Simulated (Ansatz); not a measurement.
# CHAlFNO: how energies converge with the basis set

Aim: see how fast density functionals and correlated methods converge with the basis set for CHAlFNO.

The runs use Ansatz 0.2.0, Gaussian basis; one geometry, several basis sets.

Plan: PBE0-D4/def2-SVP; ωB97M-V/def2-SVP; PBE0-D4/def2-QZVPP; ωB97M-V/def2-QZVPP; CCSD(T)/cc-pV(D+d)Z; CCSD(T)/cc-pV(T+d)Z; CCSD(T)/cc-pV(Q+d)Z; the functionals' def2-TZVPP values are taken from earlier runs.

## 1. The geometry

The geometry comes from an earlier relaxation with PBE0-D4 in a triple-zeta def2 set; it is a stationary point.

SMILES `O=C=[N][AlH][F]`, 6 atoms, charge 0, spin multiplicity 1.

Atoms are counted from 1 here; the program's logs count them from 0.

Bond lengths: O1–C2 1.164 Å, C2–N3 1.196 Å, N3–Al4 1.755 Å, Al4–F5 1.641 Å, Al4–H6 1.560 Å. Angles: O1–C2–N3 179.7°, C2–N3–Al4 178.7°, N3–Al4–F5 117.6°, N3–Al4–H6 122.3°, F5–Al4–H6 120.0°.

## 2. PBE0-D4 in def2-SVP

Input file in.yaml:

```yaml
crystal:
  periodic: [false, false, false]
  atoms:
    - {symbol: O, position_ang: [1.029959, -2.627332, -0.766897]}
    - {symbol: C, position_ang: [0.618866, -1.586230, -0.449043]}
    - {symbol: N, position_ang: [0.195317, -0.518007, -0.116190]}
    - {symbol: Al, position_ang: [-0.420501, 1.062413, 0.334443]}
    - {symbol: F, position_ang: [-0.480007, 2.216297, -0.830808]}
    - {symbol: H, position_ang: [-0.901532, 1.388959, 1.782294]}
basis:
  gaussian: {orbitals: def2-SVP}
hamiltonian: {xc: pbe0, dispersion: d4}
output: {orbitals: {seedname: orbitals}}
```

Run with:

```console
> ansatz run in.yaml --threads 2 --pin off --events-out ev --progress --plain --max-ram 20480MiB --backend cpu
```

Further steps of the session: ωB97M-V in def2-SVP; PBE0-D4 in def2-QZVPP; ωB97M-V in def2-QZVPP; CCSD(T) in cc-pV(D+d)Z; CCSD(T) in cc-pV(T+d)Z; CCSD(T) in cc-pV(Q+d)Z.

Before running them: what should the planned runs give, taken together? Wanted: MP2 correlation recovered, cc-pV(D+d)Z; MP2 correlation recovered, cc-pV(T+d)Z; MP2 correlation recovered, cc-pV(Q+d)Z; CCSD(T) limit from def2 sets; PBE0-D4: double and triple zeta above quadruple; ωB97M-V: double and triple zeta above quadruple.

**Answer**, as computed:

```
                                                                 quantity           value
                                   MP2 correlation recovered, cc-pV(D+d)Z          69.4 %
                                   MP2 correlation recovered, cc-pV(T+d)Z          88.1 %
                                   MP2 correlation recovered, cc-pV(Q+d)Z          95.0 %
CCSD(T) limit from def2 sets (earlier runs) less the limit of this series          25 meV
                          PBE0-D4: double and triple zeta above quadruple  11.73, 0.61 eV
                          ωB97M-V: double and triple zeta above quadruple  11.87, 0.57 eV
```

For PBE0-D4 the step from double to triple zeta gains 11.12 eV and the next only 0.61 eV. In cc-pV(D+d)Z MP2 holds 69 % of its limit, in cc-pV(Q+d)Z 95 %, while Hartree-Fock is within 0.210 eV in the largest set. A limit from the def2 sets, made apart, differs by 25 meV, a least measure of the doubt on such a limit. Total energies overstate the basis error of differences, where much of it tends to cancel.
